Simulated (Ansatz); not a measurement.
**CH₅B + H₂: a complex and its separated parts**

Aim: how far the complex at one end of a reaction step lies below its separated, relaxed parts, level by level.

Computed with Ansatz 0.2.0, Gaussian basis. Level: PBE0-D4/def2-TZVP structures, single points in def2-TZVPP, no counterpoise correction.

Levels: SPW92, PBE-D4, BLYP-D4, r2SCAN-D4, B97M-V, PBE0-D4, B3LYP-D4, r2SCAN0-D4, BHLYP-D4, CAM-B3LYP-D4, wB97X-V, wB97M-V, B2PLYP, PBE-QIDH, RPA on PBE, Hartree-Fock, MP2, CCSD, CCSD(T).

Correlated methods freeze the cores. B3LYP uses VWN-RPA correlation. B2PLYP carries no dispersion term here.

21 further runs of the same task are left out: 21 set aside as unsound or not needed.

### Step 1. Starting geometry

The complex: 9 atoms, charge 0, spin multiplicity 1.

Atoms are counted from 1 here; the program's logs count them from 0.

Bond lengths: B1–H3 1.202 Å, B1–H4 1.202 Å, B1–C6 1.598 Å, H2–H5 0.789 Å, C6–H7 1.093 Å, C6–H8 1.093 Å, C6–H9 1.095 Å. Angles: H3–B1–H4 116.5°, H3–B1–C6 117.6°, H4–B1–C6 117.6°, B1–C6–H7 114.6°, B1–C6–H8 114.6°, B1–C6–H9 105.5°, H7–C6–H8 108.6°, H7–C6–H9 106.5°, H8–C6–H9 106.5°.

Geometry (Å):

```mol
CH7B
  3D, bonds by distance, orders not assigned

  9  7  0  0  0  0  0  0  0  0999 V2000
   -0.3676   -0.2401   -0.5266 B   0  0
   -0.5128    1.0237   -1.3112 H   0  0
    0.1618   -0.7637   -1.4707 H   0  0
   -1.5645   -0.3351   -0.4609 H   0  0
   -0.0910    1.2199   -0.6734 H   0  0
    0.4473   -0.1953    0.8476 C   0  0
    0.0042    0.4407    1.6176 H   0  0
    1.5022    0.0688    0.7414 H   0  0
    0.4206   -1.2188    1.2363 H   0  0
  1  3  8  0
  1  4  8  0
  1  6  8  0
  2  5  8  0
  6  7  8  0
  6  8  8  0
  6  9  8  0
M  END
```

Its parts: CH₅B holds atoms 1, 3, 4, 6, 7, 8, 9; H₂ holds atoms 2, 5. Each part counts its atoms afresh in its own runs.

### Step 2. Relaxing CH₅B alone

relax-a/in.yaml

```yaml
crystal:
  periodic: [false, false, false]
  atoms:
    - {symbol: B, position_ang: [-0.367634, -0.240059, -0.526606]}
    - {symbol: H, position_ang: [0.161762, -0.763749, -1.470712]}
    - {symbol: H, position_ang: [-1.564496, -0.335123, -0.460948]}
    - {symbol: C, position_ang: [0.447282, -0.195295, 0.847550]}
    - {symbol: H, position_ang: [0.004212, 0.440722, 1.617620]}
    - {symbol: H, position_ang: [1.502184, 0.068805, 0.741395]}
    - {symbol: H, position_ang: [0.420581, -1.218772, 1.236321]}
basis:
  gaussian: {orbitals: def2-TZVP}
hamiltonian: {xc: pbe0, dispersion: d4}
relax: {f_tol: 0.005, max_steps: 200}
```

The command line of these runs was not kept.

The runs that follow: Relaxing H₂ alone; wB97M-V/def2-TZVPP; CCSD(T)/def2-TZVPP; Vibrations of CH₅B; Vibrations of H₂.

What does the calculation give? Wanted: complex less parts, CCSD(T)/def2-TZVPP; with zero-point energy; largest T1 diagnostic.

As calculated:

```
                              quantity         value
complex less parts, CCSD(T)/def2-TZVPP   +8.5 kJ/mol
                with zero-point energy  +28.8 kJ/mol
                 largest T1 diagnostic         0.009
```

At CCSD(T) the complex lies 8.5 kJ/mol above its parts. The functionals run from B97M-V, off by +1.1 kJ/mol, to SPW92, off by -57.2 kJ/mol, against CCSD(T). Mean unsigned error by rung: LDA 57.2, GGA 11.8, meta-GGA 6.6, hybrid 9.3, range-separated hybrid 2.7, double hybrid 7.1 kJ/mol. PBE-D4 gives a relative energy 21.8 kJ/mol too low, an error of 255 % of the reference. The complex's frequency run has imaginary modes: the structure is no minimum, so both the energy and the zero-point correction are in doubt. No counterpoise was applied, and triple zeta lacks some correlation, so the CCSD(T) reference has a basis error of its own, and close matches with it are partly luck.
